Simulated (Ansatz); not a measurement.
**BH2OF (SMILES OBF) at CCSDT(Q)/STO-3G**

Aim: the electronic atomisation energy of BH2OF at CCSDT(Q)/STO-3G, from 5 runs. 

The calculation is run with Ansatz 0.2.0.

70 further runs of the same task are left out: 1 that didn't finish, 69 set aside as unsound or not needed.

## 1. Starting point

BH2OF: 5 atoms, total charge 0, spin state singlet. As SMILES, `OBF`. Geometry: relaxed at PBE0-D4/def2-TZVP. This is one conformer, not always the lowest.

Bond lengths: O1–B2 1.344 Å, B2–F3 1.332 Å, O1–H4 0.963 Å, B2–H5 1.192 Å. Angles: O1–B2–F3 120.3°, O1–B2–H5 120.1°, F3–B2–H5 119.6°, B2–O1–H4 113.4°.

## 2. A single-point energy at CCSDT(Q)/STO-3G

job.yaml reads:

```yaml
crystal:
  periodic: [false, false, false]
  atoms:
    - {symbol: O, position_ang: [-0.965400, 0.157400, 0.156900]}
    - {symbol: B, position_ang: [0.365000, -0.030200, 0.201100]}
    - {symbol: F, position_ang: [1.039200, -0.323700, -0.909500]}
    - {symbol: H, position_ang: [-1.337200, 0.057400, -0.725800]}
    - {symbol: H, position_ang: [0.948300, 0.065400, 1.236000]}
basis:
  gaussian: {orbitals: STO-3G}
correlation: {method: ccsdt_q, frozen_orbitals: {B: 1, F: 1, H: 0, O: 1}}
accuracy: high
scf: {omitted_lower_state_checks: [cluster_reference, increment]}
```

Run with:

```
$ ansatz run job.yaml --threads 1 --pin off --max-ram 2610MiB --events-out events.jsonl --progress --plain --runs-dir runs
```

What it wrote:

```text
Warning: RAYON_NUM_THREADS=1 ignored (pool sized by the plan → 1); use --threads N
[... 11 lines left out ...]
3 core orbitals not correlated: weight in the atoms' cores, before any rotation towards them, 1.000 or more for the frozen orbitals, at most 0.000 for the correlated occupied ones
[... 25 lines left out ...]
Total energy: -5378.03242383 eV, -197.6390462146 hartree
Checks for a lower state left out: cluster_reference, increment
```

Wall time 0.8 s (1 thread of Arm Neoverse V1, shared host).

## 3. The B atom

run.yaml reads:

```yaml
crystal:
  periodic: [false, false, false]
  atoms:
    - {symbol: B, position_ang: [0.000000, 0.000000, 0.000000]}
basis:
  gaussian: {orbitals: STO-3G}
correlation: {method: ccsdt_q, frozen_orbitals: {B: 1}}
scf: {omitted_lower_state_checks: [cluster_reference, increment]}
magnetization: {spin_polarized: true, initial_magnetization: 1}
accuracy: high
```

Run the same way, it converges to -24.18899 Eh (log not shown).

## 4. The F atom, same level

molecule.yaml reads:

```yaml
crystal:
  periodic: [false, false, false]
  atoms:
    - {symbol: F, position_ang: [0.000000, 0.000000, 0.000000]}
basis:
  gaussian:
    orbitals: STO-3G
correlation:
  method: ccsdt_q
  frozen_orbitals: {F: 1}
scf:
  omitted_lower_state_checks: [cluster_reference, increment]
accuracy: high
magnetization:
  spin_polarized: true
  initial_magnetization: 1
```

Run the same way, it converges to -97.98651 Eh (log not shown).

## 5. The H atom: a single-point energy at UHF/STO-3G

run.yaml reads:

```yaml
crystal:
  periodic: [false, false, false]
  atoms:
    - {symbol: H, position_ang: [0.000000, 0.000000, 0.000000]}
basis:
  gaussian:
    orbitals: STO-3G
magnetization:
  spin_polarized: true
  initial_magnetization: 1
hamiltonian:
  xc: hf
accuracy: high
```

Run the same way, it converges to -0.46658 Eh (log not shown).

## 6. The O atom at the same level

input.yaml reads:

```yaml
crystal:
  periodic: [false, false, false]
  atoms:
    - {symbol: O, position_ang: [0.000000, 0.000000, 0.000000]}
basis:
  gaussian:
    orbitals: STO-3G
magnetization:
  spin_polarized: true
  initial_magnetization: 2
scf:
  omitted_lower_state_checks: [cluster_reference, increment]
accuracy: high
correlation:
  method: ccsdt_q
  frozen_orbitals: {O: 1}
```

Run the same way, it converges to -73.80415 Eh (log not shown).

## 7. Summary of results

Level: CCSDT(Q)/STO-3G, 3 core orbitals frozen.

| quantity | value |
| --- | --- |
| molecule: total energy | -197.63905 Eh |
| molecule: correlation energy (3 core orbitals frozen) | -127.0 mEh |
| molecule: T1 diagnostic | 0.016 |
| B atom: total energy | -24.18899 Eh |
| B atom: correlation energy (1 core orbital frozen) | -40.0 mEh |
| B atom: ⟨S²⟩ of the reference determinant | 0.750 |
| B atom: T1 diagnostic | 0.000 |
| F atom: total energy | -97.98651 Eh |
| F atom: correlation energy (1 core orbital frozen) | 0.0 mEh |
| F atom: ⟨S²⟩ of the reference determinant | 0.750 |
| F atom: T1 diagnostic | 0.000 |
| H atom: total energy | -0.46658 Eh |
| H atom: ⟨S²⟩ | 0.750 |
| O atom: total energy | -73.80415 Eh |
| O atom: correlation energy (1 core orbital frozen) | 0.0 mEh |
| O atom: ⟨S²⟩ of the reference determinant | 2.000 |
| O atom: T1 diagnostic | 0.000 |
| electronic atomisation energy | 19.762 eV |

In words: Taking the molecule apart into free atoms costs 19.76 eV (1907 kJ/mol), before zero-point energy and without spin-orbit coupling. In a minimal basis such a difference can be off by several eV, whatever the method.
